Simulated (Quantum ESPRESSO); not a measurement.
HfGe:

```
CELL_PARAMETERS angstrom
3.93351 0.00000 0.00000
-1.96675 3.40652 0.00000
0.00000 0.00000 3.50962
ATOMIC_POSITIONS crystal
Hf 0.00000 0.00000 0.50000
Ge 0.33333 0.66667 0.50000
```

The cell was built by a generator and needn't be a form met in nature.

Base run:

```yaml
Program: Quantum ESPRESSO 7.5
Functional: PBE
Potentials_or_basis: SSSP 1.3 efficiency PBE
Cutoff: 816 eV
Density_cutoff: 5987 eV
k_mesh: 8 × 8 × 8
Occupations: fermi-dirac, width 0.05 eV
Spin: no spin polarisation
```

Its results: band gap on the k mesh none (metal or under the smearing width); pressure 37.5 GPa.

Problem. The run is repeated on the same cell with these changes: potentials or basis from SSSP 1.3 efficiency PBE to PseudoDojo 0.4 SR PBE stringent; cutoff from 816 eV to 1796 eV; density cutoff from 5987 eV to 7184 eV; k mesh from 8 × 8 × 8 to 2 × 2 × 2; valence electrons from 26 to 48. What comes out?

Solution. Band gap on the k mesh none (metal or under the smearing width); pressure 39.2 GPa.

Caveats: some runs use coarse meshes; a pressure of tens of GPa on the cell as given is suspect, and the run, the potentials or the cell itself is likely at fault.

Not every run made on this cell is shown here.
